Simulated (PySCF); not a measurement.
# C2H5BS2: the cost of one run

The runs use PySCF 2.14.0, with density-fitted response routines of our own; the level of theory stands in each step. All values are computed, except where a source is named. Atoms are numbered from 0 throughout.

### 1 The molecule as given

10 atoms, charge 0, multiplicity 1; geometry from: GFN2-xTB. The atoms were then displaced at random by about 0.01 Å, so the start is not that level's minimum.

Bonds of the start (Å): B0–S1 1.78, S1–C2 1.85, C2–C3 1.52, C3–S4 1.81, S4–B0 1.79, B0–H5 1.14, C2–H6 1.10, C2–H7 1.06, C3–H8 1.08, C3–H9 1.12.

### 2 Optimising the geometry at PBE0-D3(BJ)/def2-SVP

What the job is given:

```
{"job": {"xc": "PBE0", "basis": "def2-SVP", "d3": "d3bj", "grid": 1, "shake": 0.01, "kind": "geom"}, "charge": 0, "multiplicity": 1}
B      1.812860     0.071200    -0.075620
S      0.869010    -1.116730    -0.999530
C     -0.762860    -0.766470    -0.195640
C     -0.768120     0.683800     0.245650
S      0.830300     1.197560     0.909300
H      2.947220     0.163900    -0.132270
H     -0.802640    -1.444060     0.665190
H     -1.512770    -0.994230    -0.907770
H     -1.017040     1.349760    -0.571300
H     -1.545520     0.834350     1.040930
```

The run is started by

```sh
> OMP_NUM_THREADS=1 python probes_run.py task.json out
```

The driver reads the jobs from task.json and runs them one after another.

**Question.** How long does this first job take on 1 thread of Arm Neoverse V2, shared host, and how much memory does it need?

About 18 s, with a peak of 0.42 GiB.
